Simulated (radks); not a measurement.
# Ionisation of Br⁺: one atom, several choices of relativity

The task here is to estimate one member of a computed series from the others.

The numbers are computed with radks (a radial shooting solver on a logarithmic mesh, Libxc functionals) version 1 (Kohn-Sham, PBE, spin-unpolarised, spherical densities), except any that are marked as measured or tabulated.

## What is computed

- element: bromine (Z = 35)
- charge: +1
- electrons: 34
- configuration: [Ar] 3d10 4s2 4p4
- ion: Br²⁺, [Ar] 3d10 4s2 4p3
- choices: non-relativistic; scalar-relativistic; Dirac, 2j+1 shares; Dirac, low j first; scalar-relativistic, finite nucleus; Dirac, 2j+1 shares, finite nucleus; Dirac, c × 1.25; Dirac, c × 5; Dirac, c × 0.85

The first run:

The run's settings:

```text
Z 35
configuration [Ar] 3d10 4s2 4p4
relativity non-relativistic
functional pbe,pbe
spin unpolarised
nucleus point
```

Steps of the session up to this table: non-relativistic: Br⁺.

One table of the session follows, with a row left open; its other results are not shown here.

It belongs to the step «non-relativistic: Br⁺». Sizes of the orbitals, from the radial functions (bohr):

```
level      <r>  outermost maximum (interpolated)  90 % within  nodes
   1s  0.04369                            0.0289       0.0777      0
   2s   0.1937                             0.163        0.299      1
   2p   0.1672                             0.129        0.272      0
   3s   0.5624                             0.494        0.837      2
   3p   0.5687                             0.485        0.868      1
   3d   0.5876                             0.430        0.967      0
   4s        ?                                 ?            ?      ?
   4p    1.969                              1.63         2.98      2
```

**Question.** Estimate the row for 4s.

**Answer.** <r>: 1.663; outermost maximum (interpolated): 1.43; 90 % within: 2.46; nodes: 3. In the column «<r>» it lies between 3d (0.5876) and 4p (1.969).

Limits of these values: Spin polarisation and multiplet splitting of open shells are left out at every level.
